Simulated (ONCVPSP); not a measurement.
**Pseudopotential generation for tin: ONCV, PBE**

Do these settings give a usable potential? It is generated, then checked for transferability, scattering, ghosts and hardness.

Method: ONCVPSP 4.0.1, PBE, fully relativistic.

### 1 Starting point

Typed settings, in words:

| Property | Result |
| --- | --- |
| element | tin (Sn, Z = 50) |
| type | optimised norm-conserving Vanderbilt (ONCV) |
| frozen core | [Kr] |
| valence charge | 14 |
| reference configuration | 4d10 5s1.5 5p2.5 |
| partial waves | 5s: rc 2.00 bohr, ncon 4, nbas 8, qcut 3.4 1/bohr, 1 projector; 5p: rc 2.55 bohr, ncon 4, nbas 8, qcut 2.8 1/bohr, 2 projectors, debl 1.4 Ha; 4d: rc 0.95 bohr, ncon 3, nbas 6, qcut 8.6 1/bohr, 2 projectors, debl 3.8 Ha |
| local potential | polynomial inside 0.65 bohr (lpopt 5, dvloc0 3 Ha) |
| core correction | polynomial model core, fcfact 0.65 |

An earlier all-electron run gives the scale for the radii.

All-electron outer shells of the reference configuration (PBE, scalar-relativistic, ld1.x):

```json
{"shell": "4s", "level (eV)": "-134.72", "outermost node (bohr)": "0.40", "outermost maximum (bohr)": "0.74"}
{"shell": "4p", "level (eV)": "-90.48", "outermost node (bohr)": "0.41", "outermost maximum (bohr)": "0.79"}
{"shell": "4d", "level (eV)": "-26.59", "outermost node (bohr)": "0.39", "outermost maximum (bohr)": "0.88"}
{"shell": "5s", "level (eV)": "-10.99", "outermost node (bohr)": "0.98", "outermost maximum (bohr)": "2.01"}
{"shell": "5p", "level (eV)": "-4.01", "outermost node (bohr)": "1.09", "outermost maximum (bohr)": "2.52"}
```

### 2 Generating the potential

The input, Sn.dat:

```
# ATOM AND REFERENCE CONFIGURATION
# atsym  z   nc   nv     iexc    psfile
  Sn 50.00    8    3        4      upf
#
#   n    l    f
    1    0    2.00
    2    0    2.00
    2    1    6.00
    3    0    2.00
    3    1    6.00
    3    2   10.00
    4    0    2.00
    4    1    6.00
    4    2   10.00
    5    0    1.50
    5    1    2.50
#
# PSEUDOPOTENTIAL AND OPTIMIZATION
# lmax
    2
#
#   l,   rc,      ep,       ncon, nbas, qcut
    0    2.00    0.00    4    8    3.40
    1    2.55    0.00    4    8    2.80
    2    0.95    0.00    3    6    8.60
#
# LOCAL POTENTIAL
# lloc, lpopt,  rc(5),   dvloc0
    4    5    0.65    3.00
#
# VANDERBILT-KLEINMAN-BYLANDER PROJECTORs
# l, nproj, debl
    0    1    3.10
    1    2    1.40
    2    2    3.80
#
# MODEL CORE CHARGE
# icmod, fcfact, rcfact
    1    0.65    0.00
#
# LOG DERIVATIVE ANALYSIS
# epsh1, epsh2, depsh
   -2.00    5.00    0.02
#
# OUTPUT GRID
# rlmax, drl
    6.00    0.01
#
# TEST CONFIGURATIONS
# ncnf
    4
# nvcnf
#   n    l    f
    3
    4    2   10.00
    5    0    2.00
    5    1    2.00
#
    3
    4    2   10.00
    5    0    2.00
    5    1    1.00
#
    3
    4    2   10.00
    5    0    2.00
    5    1    0.00
#
    3
    4    2   10.00
    5    0    1.00
    5    1    0.00
#
```

The run is started by

```bash
$ oncvpspr.x < Sn.dat > Sn.out
```

**Question.** What will these runs give? Wanted: cutoffs for 1 and 0.1 mHa per electron, occupied waves; bound ghosts; GHOST(+) flags; largest test error; largest phase difference near zero energy, channels read; rms error of d²Exc/dn², without and with the model core.

The runs gave:

```
                                                quantity                                                                    value
  cutoffs for 1 and 0.1 mHa per electron, occupied waves                                                         69 Ha and 145 Ha
                                            bound ghosts  s at -664.81 eV, s at -56.59 eV, p3/2 at -233.06 eV, p1/2 at -223.76 eV
                                          GHOST(+) flags                                                       none at low energy
                            largest test error (AE − PS)                                                -41 meV, for 4d10 5s1 5p0
largest phase difference near zero energy, channels read                                                                0.001 rad
 rms error of d²Exc/dn², without and with the model core                                                        6.19 and 2.41 mHa
```

**Reading.** A bound ghost (s, p3/2, p1/2) makes it unfit for use: electrons can fall into a state that the atom doesn't have. The worst unpolarised test, 4d10 5s1 5p0, is off by 41 meV on 48.4 eV; by total energies transferability rates as fair. That test lies far up in energy; among those under 40 eV, nearer to bonding, the largest error is 7.1 meV. It counts as very hard, with 69 Ha needed at the looser tolerance. At the looser tolerance the 4d wave is the slowest; 5s needs 6 Ha. Near zero energy the phases of the channels with partial waves agree within 0.001 rad. All of this concerns the isolated atom, not yet a solid.
